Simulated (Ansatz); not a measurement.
**C₂H₄FNSi: up Jacob's ladder to CCSD(T)**

The task here is to estimate one member of a computed series from the others.

The runs use Ansatz 0.2.0, Gaussian basis; functionals in def2-TZVPP, the program's frozen cores in correlated methods.

Plan: LDA (SPW92), PBE-D4, revPBE-D4, BLYP-D4, r2SCAN-D4, B97M-V, PBE0-D4, B3LYP-D4, r2SCANh-D4, r2SCAN0-D4, HSE06-D4, BHLYP-D4, CAM-B3LYP-D4, LC-ωPBE, ωB97X-V, ωB97M-V, B2PLYP, PBE-QIDH; CCSD(T)/def2-SVP; CCSD(T)/def2-TZVPP; MP2/def2-QZVPP; extrapolation to the limit; RPA on PBE.

## The geometry

All runs share one geometry, relaxed beforehand with PBE0-D4 in a triple-zeta def2 set.

9 atoms, charge 0, spin multiplicity 1.

Atoms are counted from 1 here; the program's logs count them from 0.

Bond lengths: N1–C2 1.218 Å, N1–H6 1.020 Å, C2–C3 1.315 Å, C3–F4 1.361 Å, C3–Si5 1.859 Å, Si5–H7 1.485 Å, Si5–H8 1.486 Å, Si5–H9 1.483 Å. Angles: C2–N1–H6 116.1°, N1–C2–C3 173.0°, C2–C3–F4 118.8°, C2–C3–Si5 122.5°, F4–C3–Si5 118.6°, C3–Si5–H7 110.3°, C3–Si5–H8 110.4°, C3–Si5–H9 106.4°, H7–Si5–H8 108.8°, H7–Si5–H9 110.6°, H8–Si5–H9 110.4°.

Set-up of the first run:

in.yaml

```yaml
crystal:
  periodic: [false, false, false]
  atoms:
    - {symbol: N, position_ang: [1.052553, 2.214208, -0.091283]}
    - {symbol: C, position_ang: [0.660828, 1.109399, -0.421222]}
    - {symbol: C, position_ang: [0.329814, -0.141225, -0.657838]}
    - {symbol: F, position_ang: [0.652580, -0.689496, -1.861287]}
    - {symbol: Si, position_ang: [-0.580646, -1.185976, 0.580843]}
    - {symbol: H, position_ang: [0.427500, 2.992584, -0.298923]}
    - {symbol: H, position_ang: [0.222986, -2.384205, 0.932622]}
    - {symbol: H, position_ang: [-1.884743, -1.630826, 0.025601]}
    - {symbol: H, position_ang: [-0.792369, -0.330762, 1.774387]}
basis:
  gaussian: {orbitals: def2-TZVPP}
hamiltonian: {xc: lda}
output: {orbitals: {seedname: orbitals}}
```

Run with:

```sh
> ansatz run in.yaml --threads 2 --pin off --events-out ev --progress --plain --max-ram 4352MiB
```

Among the steps run: LDA; PBE-D4 (GGA); revPBE-D4 (GGA); BLYP-D4 (GGA); r2SCAN-D4 (meta-GGA); B97M-V (meta-GGA); B3LYP-D4 (hybrid); r2SCANh-D4 (hybrid); r2SCAN0-D4 (hybrid); HSE06-D4 (hybrid); BHLYP-D4 (hybrid); CAM-B3LYP-D4 (range-separated); LC-ωPBE (range-separated); ωB97X-V (range-separated); ωB97M-V (range-separated); B2PLYP (double hybrid); PBE-QIDH (double hybrid).

One of the session's tables, all rows but one given; the rest of the session is left out.

It belongs to the step «Orbital energies across the functionals». 

| functional | HOMO (eV) | gap (eV) |
| --- | --- | --- |
| LDA (SPW92) | -5.85 | 3.13 |
| PBE-D4 | -5.70 | 3.25 |
| revPBE-D4 | -5.64 | 3.29 |
| BLYP-D4 | -5.58 | 3.29 |
| r2SCAN-D4 | -5.93 | 3.67 |
| B97M-V | -6.07 | 3.91 |
| PBE0-D4 | -6.95 | 5.56 |
| B3LYP-D4 | -6.74 | 5.13 |
| r2SCANh-D4 | -6.40 | 4.53 |
| r2SCAN0-D4 | -7.11 | 5.82 |
| HSE06-D4 | ? | ? |
| BHLYP-D4 | -8.10 | 7.91 |
| CAM-B3LYP-D4 | -8.27 | 8.08 |
| LC-ωPBE | -9.55 | 10.56 |
| ωB97X-V | -9.21 | 10.15 |
| ωB97M-V | -9.12 | 9.94 |

Estimate the missing values for HSE06-D4.

The run gave: HOMO (eV): -6.55; gap (eV): 4.78. In the column «HOMO (eV)» it lies between B3LYP-D4 (-6.74) and r2SCANh-D4 (-6.40).
